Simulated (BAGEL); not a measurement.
**C2HAlClF (SMILES C#[C][Al]([F])[Cl]): HF/STO-3G (density fitting with qzvpp-jkfit)**

Aim: the vertical singlet–triplet gap of C2HAlClF at HF/STO-3G (density fitting with qzvpp-jkfit), from 2 runs. 

Program for the calculation: BAGEL 1.2.2.

3 further runs of the same task are left out: 2 that didn't finish, 1 set aside as unsound or not needed.

## Step 1: Starting point

C2HAlClF has 6 atoms, charge 0, and is taken as a singlet. As SMILES, `C#[C][Al]([F])[Cl]`. The coordinates come from a PBE0-D4/def2-TZVP relaxation.

Bond lengths: C1–C2 1.208 Å, C2–Al3 1.878 Å, Al3–F4 1.637 Å, Al3–Cl5 2.072 Å, C1–H6 1.067 Å. Angles: C1–C2–Al3 179.1°, C2–Al3–F4 120.0°, C2–Al3–Cl5 121.8°, F4–Al3–Cl5 118.1°, C2–C1–H6 180.0°.

## Step 2: A single-point energy at HF/STO-3G (density fitting with qzvpp-jkfit)

Input file hf.json:

```json
{ "bagel": [

{
  "title": "molecule",
  "basis": "sto-3g",
  "df_basis": "qzvpp-jkfit",
  "angstrom": "true",
  "geometry": [
    { "atom": "C", "xyz": [       0.079200,       0.550300,       1.791600 ] },
    { "atom": "C", "xyz": [       0.021300,       0.146100,       0.654200 ] },
    { "atom": "Al", "xyz": [      -0.061900,      -0.456300,      -1.122700 ] },
    { "atom": "F", "xyz": [      -0.437800,      -2.016700,      -1.442100 ] },
    { "atom": "Cl", "xyz": [       0.311400,       0.805300,      -2.722900 ] },
    { "atom": "H", "xyz": [       0.130000,       0.907400,       2.795800 ] }
  ]
},

{
  "title": "hf"
},

{
  "title": "print",
  "file": "orbitals.molden",
  "orbitals": "true"
}

]}
```

On the command line:

```sh
$ BAGEL_NUM_THREADS=1 BAGEL hf.json > hf.out
```

What it wrote:

```text
* using 1 threads per process

  ===============================================================
  ===============================================================

  *** Geometry ***

  { "atom" : "C", "xyz" : [      0.149666,      1.039916,      3.385633 ] },
  { "atom" : "C", "xyz" : [      0.040251,      0.276089,      1.236259 ] },
  { "atom" : "Al", "xyz" : [     -0.116974,     -0.862282,     -2.121596 ] },
  { "atom" : "F", "xyz" : [     -0.827322,     -3.811011,     -2.725174 ] },
  { "atom" : "Cl", "xyz" : [      0.588461,      1.521796,     -5.145535 ] },
  { "atom" : "H", "xyz" : [      0.245664,      1.714737,      5.283296 ] },

  Number of auxiliary basis functions:      501

  Since a DF basis is specified, we compute 2- and 3-index integrals:
    o Being stored without compression. Storage requirement is 0.005 GB

  Number of basis functions:       34
  Number of electrons      :       52

    * METHOD: MOLECULE                             0.19

  *** RHF ***

  === Nuclear Repulsion ===
   223.1688638546

      * DIIS with orbital gradients will be used.

  === RHF iteration (sto-3g) ===
      0       -867.00350551          0.01389653           0.03
      1       -867.09758763          0.00413230           0.03
      2       -867.10278246          0.00178748           0.03
      3       -867.10368520          0.00061200           0.03
      4       -867.10382958          0.00008717           0.03
      5       -867.10383615          0.00003499           0.03
      6       -867.10383740          0.00001345           0.03
      7       -867.10383758          0.00000681           0.03
      8       -867.10383764          0.00000192           0.03
      9       -867.10383765          0.00000119           0.03
     10       -867.10383765          0.00000025           0.03
     11       -867.10383765          0.00000005           0.03
     12       -867.10383765          0.00000002           0.03
     13       -867.10383765          0.00000001           0.03
    * SCF iteration converged.

    * Permanent dipole moment:
           (    0.123524,     0.373019,    -0.826358) a.u.

    * METHOD: HF                                   0.48

    * METHOD: PRINT                                0.00

  ===============================================================
```

Wall time 0.8 s (1 thread of Arm Neoverse V1, shared host); peak memory 0.081 GiB.

## Step 3: The triplet at the same level

Input file hf.json:

```json
{ "bagel": [

{
  "title": "molecule",
  "basis": "sto-3g",
  "df_basis": "qzvpp-jkfit",
  "angstrom": true,
  "geometry": [
    { "atom": "C", "xyz": [    0.079200,    0.550300,    1.791600 ] },
    { "atom": "C", "xyz": [    0.021300,    0.146100,    0.654200 ] },
    { "atom": "Al", "xyz": [   -0.061900,   -0.456300,   -1.122700 ] },
    { "atom": "F", "xyz": [   -0.437800,   -2.016700,   -1.442100 ] },
    { "atom": "Cl", "xyz": [    0.311400,    0.805300,   -2.722900 ] },
    { "atom": "H", "xyz": [    0.130000,    0.907400,    2.795800 ] }
  ]
},
{
  "title": "uhf",
  "nopen": 2
},
{
  "title": "print",
  "file": "orbitals.molden",
  "orbitals": true
}

]}
```

On the command line:

```sh
$ BAGEL_NUM_THREADS=1 BAGEL hf.json > hf.out
```

What it wrote:

```text
* using 1 threads per process

  ===============================================================
  ===============================================================

  *** Geometry ***

  { "atom" : "C", "xyz" : [      0.149666,      1.039916,      3.385633 ] },
  { "atom" : "C", "xyz" : [      0.040251,      0.276089,      1.236259 ] },
  { "atom" : "Al", "xyz" : [     -0.116974,     -0.862282,     -2.121596 ] },
  { "atom" : "F", "xyz" : [     -0.827322,     -3.811011,     -2.725174 ] },
  { "atom" : "Cl", "xyz" : [      0.588461,      1.521796,     -5.145535 ] },
  { "atom" : "H", "xyz" : [      0.245664,      1.714737,      5.283296 ] },

  Number of auxiliary basis functions:      501

  Since a DF basis is specified, we compute 2- and 3-index integrals:
    o Being stored without compression. Storage requirement is 0.005 GB

  Number of basis functions:       34
  Number of electrons      :       52

    * METHOD: MOLECULE                             0.20

  *** Open-shell HF ***

  === Nuclear Repulsion ===
   223.1688638546

      * DIIS with orbital gradients will be used.

  === UHF iteration (sto-3g) ===
      0       -866.62366877          0.02599468           0.06
      1       -866.77255097          0.01076033           0.06
      2       -866.82463998          0.00597533           0.06
      3       -866.85604077          0.00477697           0.06
      4       -866.88548770          0.00227472           0.06
      5       -866.89056369          0.00270021           0.06
      6       -866.89552816          0.00146861           0.06
      7       -866.89724342          0.00076085           0.06
      8       -866.89745372          0.00010282           0.06
      9       -866.89746408          0.00003243           0.06
[... 30 lines of this table left out ...]
     40       -866.89748788          0.00000002           0.06
     41       -866.89748788          0.00000001           0.06
     42       -866.89748788          0.00000001           0.06
     43       -866.89748788          0.00000001           0.06
    * SCF iteration converged.

    * S^2 (UHF) is 2.0226

    * Permanent dipole moment:
           (    0.123484,     0.352620,    -0.960760) a.u.

    * METHOD: UHF                                  2.66

    * METHOD: PRINT                                0.00

  ===============================================================
```

It took 3 s on 1 thread of Arm Neoverse V1, shared host; peak memory 0.081 GiB.

## Step 4: Outcome

At HF/STO-3G (density fitting with qzvpp-jkfit):

```
                                        quantity          value
                           singlet: total energy  -867.10384 Eh
                          singlet: dipole moment         2.33 D
                            singlet: HOMO energy       -9.14 eV
                            singlet: LUMO energy        7.06 eV
                          singlet: HOMO–LUMO gap       16.20 eV
                           triplet: total energy  -866.89749 Eh
                          triplet: dipole moment         2.62 D
                                   triplet: ⟨S²⟩          2.023
vertical energy of the triplet above the singlet       5.615 eV
```

**Reading.** At this shape the triplet lies 5.62 eV (129 kcal/mol) above the singlet. In a minimal basis such a difference can be off by several eV, whatever the method.
